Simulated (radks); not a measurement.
# La²⁺ inside a hard spherical wall

An exercise on one series of results from a longer session: the logs are not shown, and one member is left open.

The numbers are computed with radks (a radial shooting solver on a logarithmic mesh, Libxc functionals) version 1 (scalar-relativistic Kohn-Sham, PBE, spin-unpolarised, spherical densities, finite nucleus), except any that are marked as measured or tabulated.

### Starting point

| Quantity | Value |
| --- | --- |
| element | lanthanum (Z = 57) |
| charge | +2 |
| electrons | 55 |
| configuration | [Xe] 5d1 |
| nuclear rms radius | 4.855 fm |

The outer shells:

La²⁺
```
[Xe] core
5d [↑ ][  ][  ][  ][  ]
```

Set-up of the first run:

Settings of this run:

```text
Z 57
configuration [Xe] 5d1 6s0 4f0 6p0
relativity scalar-relativistic
functional pbe,pbe
spin unpolarised
nucleus finite rms 4.855 fm
c 137.035999084
```

The run is started by

```bash
python run_ks.py task.json out
```

The same process makes all the runs of this session.

Steps of the session up to this table: The free atom; Wall at 20 bohr; Wall at 15 bohr; Wall at 10 bohr; Wall at 6 bohr; Wall at 5 bohr; Wall at 3 bohr; Wall at 2.5 bohr.

One of the session's tables, all rows but one given; the rest of the session is left out.

```
R (bohr)  E − E(free) (eV)  ε(6s, empty) (eV)  ε(6p, empty) (eV)
    free             0.000            -13.520             -9.945
      20            -0.000            -13.520             -9.945
      15             0.000            -13.520             -9.945
      10             0.000            -13.515             -9.911
       6             0.168            -12.372             -7.482
       5             0.806             -9.753             -3.292
       3                 ?                  ?                  ?
     2.5            113.11             84.935             107.73
```

Q: Estimate the row for R (bohr) = 3 from the others.

Worked estimate for «E − E(free) (eV)». A straight line through the neighbours (5, 0.806) and (2.5, 113.11) gives 0.806 + (113.11 − 0.806) × (3 − 5) / (2.5 − 5) = 90.649; a parabola fitted to 3 rows on both sides gives 77.997.

**Answer.** E − E(free) (eV): 36.690; ε(6s, empty) (eV): 33.899; ε(6p, empty) (eV): 50.688. In «E − E(free) (eV)» the line misses by +53.959 and the parabola by +41.307. Between these rows the values bend or scatter more than so simple an estimate can follow.

From R = 3 bohr inwards the highest occupied level lies above zero, pushed up by confinement. Shells are not refilled when levels cross, and a hard wall is a model, not a crystal.
